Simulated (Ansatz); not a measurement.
**C₂H₅BO: a ladder of functionals and wavefunction methods**

The task here is to estimate one member of a computed series from the others.

Computed with Ansatz 0.2.0, Gaussian basis. Level: functionals in def2-TZVPP, the program's frozen cores in correlated methods.

Levels to be run: PBE-D4, r2SCAN-D4, PBE0-D4, B3LYP-D4, ωB97X-V, ωB97M-V, B2PLYP; CCSD(T)/def2-TZVPP; CCSD(T)/def2-QZVPP; extrapolation to the limit.

## The relaxed structure

An earlier PBE0-D4 in a triple-zeta def2 set relaxation fixed the geometry.

SMILES `B/C=C/O`, 9 atoms, charge 0, spin multiplicity 1.

Atoms are counted from 1 here; the program's logs count them from 0.

Bond lengths: B1–C2 1.509 Å, B1–H5 1.200 Å, B1–H6 1.197 Å, C2–C3 1.349 Å, C2–H7 1.091 Å, C3–O4 1.331 Å, C3–H8 1.086 Å, O4–H9 0.965 Å. Angles: C2–B1–H5 119.0°, C2–B1–H6 121.9°, H5–B1–H6 119.2°, B1–C2–C3 119.1°, B1–C2–H7 123.2°, C3–C2–H7 117.8°, C2–C3–O4 127.3°, C2–C3–H8 121.6°, O4–C3–H8 111.1°, C3–O4–H9 109.4°.

The first run:

The input, in.yaml:

```yaml
crystal:
  periodic: [false, false, false]
  atoms:
    - {symbol: B, position_ang: [-0.400309, 1.503099, -0.309450]}
    - {symbol: C, position_ang: [0.153898, 0.271211, 0.363337]}
    - {symbol: C, position_ang: [0.012881, -0.925720, -0.242565]}
    - {symbol: O, position_ang: [0.434868, -2.107727, 0.199595]}
    - {symbol: H, position_ang: [-0.953447, 1.388174, -1.368184]}
    - {symbol: H, position_ang: [-0.303452, 2.589769, 0.183006]}
    - {symbol: H, position_ang: [0.668496, 0.296586, 1.324582]}
    - {symbol: H, position_ang: [-0.488915, -1.022251, -1.200751]}
    - {symbol: H, position_ang: [0.875980, -1.993151, 1.050429]}
basis:
  gaussian: {orbitals: def2-TZVPP}
hamiltonian: {xc: pbe, dispersion: d4}
output: {forces: true, orbitals: {seedname: orbitals}}
```

Started as:

```
ansatz run in.yaml --threads 2 --pin off --events-out ev --progress --plain --max-ram 20480MiB --backend cpu
```

Among the steps run: PBE-D4 (GGA); r2SCAN-D4 (meta-GGA); PBE0-D4 (hybrid); B3LYP-D4 (hybrid); ωB97X-V (range-separated); ωB97M-V (range-separated); B2PLYP (double hybrid); CCSD(T) in def2-TZVPP; CCSD(T) in def2-QZVPP.

One of the session's tables, all rows but one given; the rest of the session is left out.

It belongs to the step «Atomisation energies». 

```
            method  atoms, summed (eV)  atomisation energy (kJ/mol)
            PBE-D4           -4835.729                       3661.9
         r2SCAN-D4           -4839.840                       3588.4
           PBE0-D4           -4836.900                       3587.1
          B3LYP-D4           -4843.352                       3576.4
           ωB97X-V           -4841.391                       3560.9
           ωB97M-V           -4840.637                       3576.3
            B2PLYP                   ?                            ?
     HF/def2-TZVPP           -4822.727                       2637.6
    MP2/def2-TZVPP           -4831.364                       3538.3
   CCSD/def2-TZVPP           -4833.492                       3411.4
CCSD(T)/def2-TZVPP           -4833.715                       3465.8
           MP2/CBS           -4832.963                       3620.9
       CCSD(T)/CBS           -4835.115                       3545.2
```

**Question.** Estimate the row for B2PLYP.

**Answer.** atoms, summed (eV): -4839.123; atomisation energy (kJ/mol): 3540.6. In the column «atoms, summed (eV)» it lies between r2SCAN-D4 (-4839.840) and PBE0-D4 (-4836.900).

Caveats from the session: Free atoms (1 B, 2 C, 1 O, 5 H) were run apart at each level; the atomisation energy is their sum less the molecule, without zero-point or spin-orbit terms.
